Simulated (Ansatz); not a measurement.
The system is NiMoIrPdW.

```
Ni Mo Pd Ir W
1.0
     2.76078    0.00000    0.00000
    -1.38039    2.39090    0.00000
     0.00000    0.00000   11.34051
Ni Mo Pd Ir W
1 1 1 1 1
Direct
  0.00000 0.00000 0.70917
  0.66667 0.33333 0.29425
  0.66667 0.33333 0.89901
  0.00000 0.00000 0.10604
  0.66667 0.33333 0.52921
```

The cell was built by a generator and needn't be a form met in nature.

* Program: Ansatz 0.2.0
* Task: relaxation of cell and atoms
* Functional: revPBE
* Potentials or basis: Ansatz PAW
* Cutoff: 420 eV (not typed: the program's choice for these potentials)
* k mesh: 8 × 8 × 2
* Occupations: fermi-dirac, width 0.05 eV
* Spin: collinear spin, ferromagnetic start
* Starting moments: [1.0, 1.0, 0.0, 0.6, 0.0] μB

At the start: volume 14.97 Å³/atom.

**Question.** How do energy, volume and symmetry change on relaxing?

**Answer.** It ends after 4 steps and the volume is 15.14 Å³/atom (+1.1 %); space group P3m1 (No. 156, to 0.05 Å); moment 0.00 μB per cell.

Step by step:
| step | energy change (eV) | largest force (eV/Å) | volume (Å³) |
| --- | --- | --- | --- |
| 1 | 0.0000 | 0.3036 | 74.86 |
| 2 | -0.0099 | 0.0289 | 75.73 |
| 3 | -0.0100 | 0.0047 | 75.70 |
| 4 | -0.0104 | 0.0047 | 75.70 |

Final structure:
```xyz
5
Lattice="2.7726 0.0000 0.0000 -1.3863 2.4011 0.0000 0.0000 0.0000 11.3703" Properties=species:S:1:pos:R:3 pbc="T T T"
Ni    0.0000    0.0000    8.0649
Mo    1.3863    0.8004    3.3550
Pd    1.3863    0.8004   10.2222
Ir    0.0000    0.0000    1.1960
W     1.3863    0.8004    6.0162
```

Caveat: the plane-wave basis is chosen anew once the cell has moved, so the energies of steps on either side of that aren't comparable; the PAW data sets come from PBE, with cores solved anew for the run's functional, which leaves a small shift of forces and pressure; the starting moments weren't kept.
